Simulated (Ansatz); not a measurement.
# Hg: the cost of one run

Computed with Ansatz 0.2.0 (DFT PBEsol, scalar-relativistic, plane waves, PAW, unless a step's input says otherwise).

## (1) Starting point

The structure is tetragonal, space group I4_1/amd (No. 141). The conventional cell has a = 5.860 Å, b = 5.860 Å, c = 3.145 Å, α = 90.00°, β = 90.00°, γ = 90.00°. Hg (site symmetry -4m2) has 6 Hg at 3.03 to 3.15 Å as nearest neighbours.

Structure file:

```
CELL_PARAMETERS angstrom
-2.92975 2.92975 1.57255
2.92975 -2.92975 1.57255
2.92975 2.92975 -1.57255
ATOMIC_POSITIONS crystal
Hg 0.75000 0.25000 0.50000
Hg 0.00000 0.00000 0.00000
```

The structure comes from the Materials Project (structure only).

(A quick probe on a coarse mesh, which set the mesh and smearing, is not shown.)

## (3) The relaxation

File input.yaml:

```yaml
crystal:
  lattice:
    - [-2.92975414, 2.92975414, 1.57255255]
    - [2.92975414, -2.92975414, 1.57255255]
    - [2.92975414, 2.92975414, -1.57255255]
  atoms:
    - { symbol: Hg, position: [0.75, 0.25, 0.5] }
    - { symbol: Hg, position: [0.0, 0.0, 0.0] }
basis:
  ecutwfc: 420
kpoints:
  mp_grid: { grid: [16, 16, 16] }
hamiltonian:
  xc: pbesol
scf:
  occupations: { method: gaussian, width: 0.1 }
output:
  forces: true
  stress: true
  eigenvalues: true
relax:
  adjacent_minimum: "off"
  f_tol: 0.005
  max_steps: 80
  cell: { stress_tol: 0.05 }
```

Started as:

```console
$ ansatz run input.yaml --threads 1 --pin off --max-ram 1331MiB --backend cpu --events-out ev --progress --plain --runs-dir out
```

**Question.** How long does this run take on 1 thread of an Arm CPU, shared host, and how much memory does it need?

About 3.1 min, with a peak of 0.64 GiB.
